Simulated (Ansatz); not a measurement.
# AlH5N2O: rigid torsion scan from a Python script

A script is to give a rigid torsion scan; the system is AlH5N2O. SMILES: [NH2][Al]([NH2])[OH].

All numbers are computed with Ansatz 0.2.0 through its Python package. Level of theory: B3LYP/def2-SVP.

### Step 1. The structure

Bond lengths: N1–Al2 1.867 Å, Al2–N3 1.886 Å, Al2–O4 1.778 Å, N1–H5 1.062 Å, N1–H6 1.113 Å, N3–H7 1.089 Å, N3–H8 1.004 Å, O4–H9 1.008 Å. Angles: N1–Al2–N3 118.4°, N1–Al2–O4 122.4°, N3–Al2–O4 119.2°, Al2–N1–H5 109.8°, Al2–N1–H6 107.3°, H5–N1–H6 103.2°, Al2–N3–H7 108.0°, Al2–N3–H8 110.7°, H7–N3–H8 105.9°, Al2–O4–H9 110.4°.

No structure file is read: the coordinates are typed or built in the script.

### Step 2. The script

The input, torsion.py:

```python
"""Rigid torsion scan of AlH5N2O."""

import ansatz as az
from ase import Atoms

atoms = Atoms(["N", "Al", "N", "O", "H", "H", "H", "H", "H"], positions=[
    (-0.2139, 1.3902, -1.1776),
    (-0.1051, 0.0, 0.0637),
    (1.3447, -1.1998, -0.0593),
    (-1.2914, -0.2042, 1.3721),
    (-0.3706, 0.9926, -2.15),
    (-1.1582, 1.9427, -0.9746),
    (1.8909, -1.1642, 0.8819),
    (1.0167, -2.1443, -0.1506),
    (-1.0246, 0.3408, 2.1773),
])

# relax first, so that the scan starts from a minimum
first = (
    az.Crystal.molecule_from_ase(atoms).calculation()
    .basis(gaussian="def2-SVP")
    .functional("b3lyp")
    .relax(force_tolerance=0.02, max_steps=80)
)
atoms.positions = first.run(threads=1, backend="cpu").report["positions_ang"]

start = atoms.get_dihedral(2, 1, 0, 4)
energies = {}
for turn in range(0, 360, 30):
    turned = atoms.copy()
    turned.set_dihedral(2, 1, 0, 4, start + turn, indices=[0, 4, 5])
    model = (
        az.Crystal.molecule_from_ase(turned).calculation()
        .basis(gaussian="def2-SVP")
        .functional("b3lyp")
    )
    energies[round((start + turn) % 360)] = model.run(threads=1, backend="cpu").report["free_energy_ev"]
floor = min(energies.values())
print("dihedral N2-Al1-N0-H4 (deg)   E - E(min) (kJ/mol)")
for angle, e in sorted(energies.items()):
    print(f"{angle:8d} {96.485332 * (e - floor):14.3f}  " + "#" * int(30 * (e - floor) / max(max(energies.values()) - floor, 1e-9)))
```

### Step 3. What the engine is handed

The package turns the script's settings into the engine's input (first run):

```yaml
crystal:
  periodic: [false, false, false]
  atoms:
    - { symbol: "N", position_ang: [-0.2139, 1.3902, -1.1776] }
    - { symbol: Al, position_ang: [-0.1051, 0.0, 0.0637] }
    - { symbol: "N", position_ang: [1.3447, -1.1998, -0.0593] }
    - { symbol: O, position_ang: [-1.2914, -0.2042, 1.3721] }
    - { symbol: H, position_ang: [-0.3706, 0.9926, -2.15] }
    - { symbol: H, position_ang: [-1.1582, 1.9427, -0.9746] }
    - { symbol: H, position_ang: [1.8909, -1.1642, 0.8819] }
    - { symbol: H, position_ang: [1.0167, -2.1443, -0.1506] }
    - { symbol: H, position_ang: [-1.0246, 0.3408, 2.1773] }
basis:
  gaussian:
    orbitals: def2-SVP
hamiltonian:
  xc: b3lyp
relax:
  f_tol: 0.02
  max_steps: 80
```

### Step 4. The run

Command:

```sh
$ python torsion.py
```

**Question.** What results will this script give? Wanted: range of energy; lowest point, turn.

The runs gave:

| quantity | value |
| --- | --- |
| runs compared | 12 |
| range of energy | 0.220 eV |
| lowest point, turn (°) | 0 |

**Reading.** The lowest point lies at a turn of 0°, the highest 0.220 eV (21.2 kJ/mol) above it at 270°. The rest of the molecule is held rigid, so the true barrier is lower. Run 0: After 11 moves the largest shift is 1.418 Å, of atom 7 (H). So large a move can change the bonding: the results belong to the relaxed structure. Notes:
- These settings explore the input space; basis and method may be short of convergence.
- The scan is rigid, so its barriers lie above those of a relaxed path; they are electronic energies in a modest basis. With rigid groups the curve can differ much from the relaxed barrier, and equivalent turns needn't return to the same energy.
- b3lyp holds the VWN-RPA fit, as in Gaussian; the form of ORCA and Turbomole is b3lyp5.
